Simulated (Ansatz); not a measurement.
# CeO2: the cost of one run

Computed with Ansatz 0.2.0 through its Python package. Level of theory: DFT r2SCAN+U, plane waves, PAW.

## Step 1: Starting point

It takes space group Fm-3m (No. 225, cubic). Conventional cell: a = 5.407 Å, b = 5.407 Å, c = 5.407 Å, α = 90.00°, β = 90.00°, γ = 90.00°. Ce (site symmetry m-3m) is surrounded by 8 O at 2.34 Å. O (site symmetry -43m) has 4 Ce at 2.34 Å as nearest neighbours.

No structure file is read: the coordinates are typed or built in the script.

## Step 2: The code

File pdos_ceo2.py:

```python
import warnings

import ansatz as az
import numpy as np

XC = "r2scan"
MESH = (7, 7, 7)
EXTRA_BANDS = 12


def main() -> None:
    lattice = az.Lattice.of(
        (0.0, 2.70365, 2.70365),
        (2.70365, 0.0, 2.70365),
        (2.70365, 2.70365, 0.0),
    )
    sites = [
        ("Ce", (0.0, 0.0, 0.0)),
        ("O", (0.25, 0.25, 0.25)),
        ("O", (0.75, 0.75, 0.75)),
    ]
    structure = az.Crystal(lattice=lattice)
    for symbol, position in sites:
        structure = structure.atom(symbol, position)
    structure = structure.moments(Ce=1.3)

    calculation = (
        structure.calculation()
        .functional(XC)
        .basis(21 * az.Ha)
        .kpoints(*MESH)
        .occupations(az.OccupationsMethod.COLD)
        .spin("collinear")
        .hubbard("Ce", "f", u_eff=4.5)
        .scf(extra_bands=EXTRA_BANDS)
        .density_of_states(projected=True, method="smearing", broadening_width=0.15, energy_step=0.1)
    )
    with warnings.catch_warnings(record=True) as caught:
        warnings.simplefilter("always")
        out = calculation.run()
    print("warnings raised:", sorted(w.category.__name__ for w in caught) or "none")
    r = out.report

    dos = out.density_of_states()
    energy = np.asarray(dos.energies_ev) - dos.fermi_ev
    curves = {}
    for site in out.projected_density_of_states().sites:
        for shell in site.shells:
            weight = sum(np.sum(curve.g_bin_mean_per_ev, axis=0) for curve in shell.curves)
            name = f"{site.species} {shell.label}"
            curves[name] = curves.get(name, 0) + weight

    print("E-EF   " + " ".join(f"{name:>8s}" for name in curves))
    for e in np.arange(-6, 6 + 0.1, 1.0):
        print(f"{e:5.1f}  " + " ".join(f"{np.interp(e, energy, g):8.3f}" for g in curves.values()))


if __name__ == "__main__":
    main()
```

## Step 3: Launch

Run with:

```bash
python pdos_ceo2.py
```

Q: Estimate wall time and peak memory on 1 thread of Intel Xeon 6975P-C (Granite Rapids), shared host.

About 9.2 s, with a peak of 0.54 GiB.
